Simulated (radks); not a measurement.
**Ag in [Kr] 4d10 5s1: an all-electron calculation**

One table from this session's results is given with a row withheld; the runs are named, their logs left out.

Method: scalar-relativistic Kohn-Sham, PBE, spin-unpolarised, spherical densities, finite nucleus. Code: radks (a radial shooting solver on a logarithmic mesh, Libxc functionals) version 1.

### What is computed

* element: silver (Z = 47)
* charge: 0
* electrons: 47
* configuration: [Kr] 4d10 5s1
* nuclear rms radius: 4.5454 fm

Outer shells as boxes (Hund's rule):

Ag
```
[Kr] core
4d [↑↓][↑↓][↑↓][↑↓][↑↓]
5s [↑ ]
```

Set-up of the first run:

Input:

```text
Z 47
configuration [Kr] 4d10 5s1
relativity scalar-relativistic
functional pbe,pbe
spin unpolarised
nucleus finite rms 4.5454 fm
c 137.035999084
```

Among the steps run: Self-consistent calculation.

One of the session's tables, all rows but one given; the rest of the session is left out.

It belongs to the step «Radial structure». Radial moments (bohr):

| level | <r> | outermost maximum (interpolated) | 90 % within | nodes |
| --- | --- | --- | --- | --- |
| 1s | 0.03111 | 0.0202 | 0.0558 | 0 |
| 2s | 0.1349 | 0.114 | 0.208 | 1 |
| 2p | 0.1177 | 0.0911 | 0.192 | 0 |
| 3s | ? | ? | ? | ? |
| 3p | 0.3676 | 0.326 | 0.553 | 1 |
| 3d | 0.3458 | 0.274 | 0.547 | 0 |
| 4s | 0.9120 | 0.823 | 1.33 | 3 |
| 4p | 1.001 | 0.877 | 1.48 | 2 |
| 4d | 1.418 | 1.04 | 2.31 | 1 |
| 5s | 3.166 | 2.50 | 4.87 | 4 |

Estimate the missing values for 3s.

As computed: <r>: 0.3685; outermost maximum (interpolated): 0.333; 90 % within: 0.543; nodes: 2. In the column «<r>» it lies between 3p (0.3676) and 4s (0.9120).

Limits of these values: Spin polarisation and multiplet splitting are left out.
